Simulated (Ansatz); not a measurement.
# AlPt (Pm-3m): equation of state with a fit, by script

Where is the equilibrium volume of AlPt (Pm-3m), and how stiff is it? A script is to give an equation of state with a fit; the system is AlPt (Pm-3m).

Computed with the Python package of Ansatz 0.2.0. Level of theory: DFT r2SCAN, plane waves, PAW.

## Step 1: The structure

Symmetry: Pm-3m, No. 221, cubic system. Conventional cell: a = 3.092 Å, b = 3.092 Å, c = 3.092 Å, α = 90.00°, β = 90.00°, γ = 90.00°. Around Al (site symmetry m-3m) lie 8 Pt at 2.68 Å. Pt (site symmetry m-3m) is surrounded by 8 Al at 2.68 Å.

No structure file is read: the coordinates are typed or built in the script.

## Step 2: Script

alpt.py reads:

```python
'''Bulk modulus of AlPt from an E(V) curve.'''

import ansatz as az
import numpy as np
from scipy.optimize import curve_fit

vectors0 = np.array([
    [3.091546, 0.0, 0.0],
    [0.0, 3.091546, 0.0],
    [0.0, 0.0, 3.091546],
])
sites = [
    ('Al', (0.0, 0.0, 0.0)),
    ('Pt', (0.5, 0.5, 0.5)),
]


def build(cell):
    crystal = az.Crystal(lattice=az.Lattice.of(cell))
    for symbol, position in sites:
        crystal = crystal.atom(symbol, position)
    return crystal

def vinet(v, e0, v0, b0, b1):
    eta = (v / v0) ** (1 / 3)
    return e0 + 2 * b0 * v0 / (b1 - 1) ** 2 * (2 - (5 + 3 * b1 * (eta - 1) - 3 * eta) * np.exp(-1.5 * (b1 - 1) * (eta - 1)))


def main() -> None:
    # uniform scaling of the cell
    volumes, energies, pressures = [], [], []
    for scale in np.linspace(0.92, 1.08, 7):
        cell = vectors0 * scale ** (1 / 3)
        calculation = (
            build(cell).calculation()
            .pseudopotentials('paw')
            .functional('r2scan')
            .basis(45 * az.Ry)
            .occupations('Marzari-Vanderbilt', width=0.05)
            .kpoints(11, 11, 11)
            .stress()
        )
        data = calculation.run().report
        volumes.append(abs(np.linalg.det(cell)) / len(sites))
        energies.append(data['free_energy_ev'] / len(sites))
        pressures.append(np.trace(data['stress_gpa']) / 3)
        print(f'V = {volumes[-1]:8.4f} A^3/atom  F = {energies[-1]:.5f} eV/atom  P = {pressures[-1]:8.3f} GPa')

    guess = (min(energies), volumes[int(np.argmin(energies))], 0.5, 4.5)
    (e0, v0, b0, b1), _ = curve_fit(vinet, np.array(volumes), np.array(energies), p0=guess, maxfev=20000)
    print(f'Vinet fit: V0 = {v0:.4f} A^3/atom, B0 = {160.21766 * b0:.1f} GPa, B1 = {b1:.2f}')
    print('largest residual', round(1000 * float(np.abs(vinet(np.array(volumes), e0, v0, b0, b1) - energies).max()), 3), 'meV/atom')


if __name__ == '__main__':
    main()
```

## Step 3: What the engine is handed

The package turns the script's settings into the engine's input (first run):

```yaml
crystal:
  lattice:
    - [3.0068030953415996, 0.0, 0.0]
    - [0.0, 3.0068030953415996, 0.0]
    - [0.0, 0.0, 3.0068030953415996]
  atoms:
    - { symbol: Al, position: [0.0, 0.0, 0.0] }
    - { symbol: Pt, position: [0.5, 0.5, 0.5] }
basis:
  ecutwfc: 612.25619053473
kpoints:
  mp_grid:
    grid: [11, 11, 11]
hamiltonian:
  xc: r2scan
  pseudopotentials:
    kind: paw
scf:
  occupations:
    method: cold
    width: 0.05
output:
  stress: true
```

## Step 4: Running it

Launch:

```console
python alpt.py
```

Standard output:

```text
V =  13.5921 A^3/atom  F = -6539.55059 eV/atom  P =   13.685 GPa
V =  13.9860 A^3/atom  F = -6539.57531 eV/atom  P =    6.595 GPa
V =  14.3800 A^3/atom  F = -6539.58382 eV/atom  P =    0.483 GPa
V =  14.7740 A^3/atom  F = -6539.57839 eV/atom  P =   -4.763 GPa
V =  15.1679 A^3/atom  F = -6539.56101 eV/atom  P =   -9.259 GPa
V =  15.5619 A^3/atom  F = -6539.53337 eV/atom  P =  -13.123 GPa
V =  15.9559 A^3/atom  F = -6539.49697 eV/atom  P =  -16.381 GPa
Vinet fit: V0 = 14.4139 A^3/atom, B0 = 204.2 GPa, B1 = 4.57
largest residual 0.003 meV/atom
```

It took 36 s on 1 thread of Arm Neoverse V1, shared host; peak memory 0.54 GiB.

## Step 5: What changed from run to run

The engine's inputs for some of the other runs:

Run 2, against run 1:

```diff
@@ -3,3 +3,3 @@
-    - [3.0068030953415996, 0.0, 0.0]
-    - [0.0, 3.0068030953415996, 0.0]
-    - [0.0, 0.0, 3.0068030953415996]
+    - [3.0355780791054157, 0.0, 0.0]
+    - [0.0, 3.0355780791054157, 0.0]
+    - [0.0, 0.0, 3.0355780791054157]
```

Run 5, against run 1:

```diff
@@ -3,3 +3,3 @@
-    - [3.0068030953415996, 0.0, 0.0]
-    - [0.0, 3.0068030953415996, 0.0]
-    - [0.0, 0.0, 3.0068030953415996]
+    - [3.118785694304923, 0.0, 0.0]
+    - [0.0, 3.118785694304923, 0.0]
+    - [0.0, 0.0, 3.118785694304923]
```

Run 6, against run 1:

```diff
@@ -3,3 +3,3 @@
-    - [3.0068030953415996, 0.0, 0.0]
-    - [0.0, 3.0068030953415996, 0.0]
-    - [0.0, 0.0, 3.0068030953415996]
+    - [3.14555769643219, 0.0, 0.0]
+    - [0.0, 3.14555769643219, 0.0]
+    - [0.0, 0.0, 3.14555769643219]
```

## Step 6: The engine's runs

The 7 runs, in the order started:

```
run  volume (Å³/atom)  energy from run 3 (meV/atom)  pressure (GPa)  SCF cycles  CPU time (s)
  1            13.592                         33.23           13.69           6           4.8
  2            13.986                          8.51            6.60           6           4.6
  3            14.380                          0.00            0.48           6           4.7
  4            14.774                          5.43           -4.76           6           4.6
  5            15.168                         22.81           -9.26           6           4.9
  6            15.562                         50.45          -13.12           6           5.1
  7            15.956                         86.85          -16.38           6           4.8
```

Energies are free energies F = E - TS of the smeared occupations. 

## Step 7: Summary of results

| quantity | value |
| --- | --- |
| runs compared | 7 |
| range of energy | 86.85 meV/atom |
| lowest point, volume (Å³/atom) | 14.380 |
| equilibrium volume (fit) | 14.41 Å³/atom |
| bulk modulus (fit) | 204 GPa |

A third-order Birch-Murnaghan fit through the 7 points (the script's own form differs a little) has its minimum at 14.41 Å³ an atom, 2.4 % below the typed cell, with a bulk modulus of 204 GPa and dB/dP = 4.6. From that minimum the energy rises by 33.3 meV an atom on the compressed side and 86.9 meV on the expanded side. Pressure is positive in compression. Spin-orbit coupling, which matters for elements this heavy, is left out. This cell is a computed structure, which may not be the phase found in nature.
